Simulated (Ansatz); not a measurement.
# H10OSi3: the cost of one run

All numbers below are computed with Ansatz 0.2.0 (UKS BLYP/def2-SVP).

### Step 1. The system as given

Bond lengths: Si1–Si2 2.598 Å, Si1–H3 1.497 Å, Si1–H4 1.468 Å, Si1–Si5 2.301 Å, Si1–O7 2.071 Å, Si2–H8 1.475 Å, Si2–H9 1.462 Å, Si2–H10 1.464 Å, Si5–H11 1.467 Å, Si5–H12 1.466 Å, Si5–H13 1.465 Å, O7–H14 0.961 Å. Angles (14 of 23 angles, heavy atoms first): Si2–Si1–Si5 114.6°, Si2–Si1–O7 80.6°, Si5–Si1–O7 87.6°, Si1–Si2–H8 140.5°, Si1–Si2–H9 100.7°, Si1–Si2–H10 98.1°, Si2–Si1–H3 82.6°, Si2–Si1–H4 119.8°, H3–Si1–Si5 104.9°, H3–Si1–O7 162.2°, H4–Si1–Si5 123.1°, H4–Si1–O7 85.8°, Si1–Si5–H11 112.5°, Si1–Si5–H12 111.7°.

As a file:

```xyz
14

Si   -0.1327   -0.8275    0.3905
Si   -0.1461    1.5869    1.3498
H    -1.4234   -0.9272    1.1423
H     0.5814   -1.8924    1.1051
Si   -0.7259   -0.9796   -1.8277
H     1.2913    0.7201    0.5208
O     1.7384   -0.2032   -0.2409
H     0.7254    2.7714    1.4637
H    -0.5525    1.3281    2.7306
H    -1.3256    2.0848    0.6403
H    -0.6770    0.3165   -2.5126
H    -2.0935   -1.4826   -1.9900
H     0.1316   -1.8888   -2.5928
H     2.6088   -0.6066   -0.1792
```

### Step 2. Pulling towards end A

Springs on the bonds that form and break draw the guess towards this end; the thresholds are loose.

input.yaml reads:

```yaml
crystal:
  periodic: [false, false, false]
  atoms:
    - { symbol: Si, position_ang: [-0.1327, -0.8275, 0.3905] }
    - { symbol: Si, position_ang: [-0.1461, 1.5869, 1.3498] }
    - { symbol: H, position_ang: [-1.4234, -0.9272, 1.1423] }
    - { symbol: H, position_ang: [0.5814, -1.8924, 1.1051] }
    - { symbol: Si, position_ang: [-0.7259, -0.9796, -1.8277] }
    - { symbol: H, position_ang: [1.2913, 0.7201, 0.5208] }
    - { symbol: O, position_ang: [1.7384, -0.2032, -0.2409] }
    - { symbol: H, position_ang: [0.7254, 2.7714, 1.4637] }
    - { symbol: H, position_ang: [-0.5525, 1.3281, 2.7306] }
    - { symbol: H, position_ang: [-1.3256, 2.0848, 0.6403] }
    - { symbol: H, position_ang: [-0.677, 0.3165, -2.5126] }
    - { symbol: H, position_ang: [-2.0935, -1.4826, -1.99] }
    - { symbol: H, position_ang: [0.1316, -1.8888, -2.5928] }
    - { symbol: H, position_ang: [2.6088, -0.6066, -0.1792] }
magnetization:
  spin_polarized: true
basis:
  gaussian: { orbitals: def2-SVP }
hamiltonian:
  xc: blyp
relax:
  f_tol: 0.15
  max_steps: 25
  restrain:
    - { distance: [0, 6], at: 3.07, k: 30.0 }
    - { distance: [5, 1], at: 2.72, k: 30.0 }
    - { distance: [0, 1], at: 2.22, k: 30.0 }
    - { distance: [5, 6], at: 0.97, k: 30.0 }
output:
  orbitals: {}
```

The run is started by

```
$ ansatz run input.yaml --threads 4 --pin off --max-ram 5120MiB --backend cpu --events-out ev --progress --plain --runs-dir out
```

Q: Estimate wall time and peak memory on 4 threads of Arm Neoverse N1, shared host.

About 42 s, with a peak of 0.2 GiB.
